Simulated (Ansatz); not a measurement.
The system is HfB.

```xyz
2
Lattice="0.0000 2.3100 2.3100 2.3100 0.0000 2.3100 2.3100 2.3100 0.0000" Properties=species:S:1:pos:R:3 pbc="T T T"
Hf    2.3100    2.3100    2.3100
B     0.0000    0.0000    0.0000
```

```yaml
Program: Ansatz 0.2.0
Task: relaxation of cell and atoms
Functional: PBE
Potentials_or_basis: Ansatz PAW
Cutoff: "420 eV (not typed: the program's choice for these potentials)"
k_mesh: 10 × 10 × 10
Occupations: fermi-dirac, width 0.05 eV
Spin: no spin polarisation
```

At the start: volume 12.33 Å³/atom.

How do energy, volume and symmetry change on relaxing?

It ends after 7 steps and the volume is 14.13 Å³/atom (+14.6 %); space group Fm-3m (No. 225, to 0.05 Å).

Step by step:
```
step  energy change (eV)  largest force (eV/Å)  volume (Å³)
   1              0.0000                0.0000        24.65
   2             -0.2931                0.0000        28.44
   3             -0.2939                0.0000        28.27
   4             -0.2940                0.0000        28.24
   5             -0.2978                0.0000        28.24
   6             -0.2978                0.0000        28.25
   7             -0.2978                0.0000        28.25
```

Final structure:
```
Hf B
1.0
     0.00000    2.41739    2.41739
     2.41739    0.00000    2.41739
     2.41739    2.41739    0.00000
Hf B
1 1
Direct
  0.50000 0.50000 0.50000
  0.00000 0.00000 0.00000
```

Caveat: the plane-wave basis is chosen anew once the cell has moved, so the energies of steps on either side of that aren't comparable; the volume moved by +15 % from the deposited cell, more than functionals usually miss.
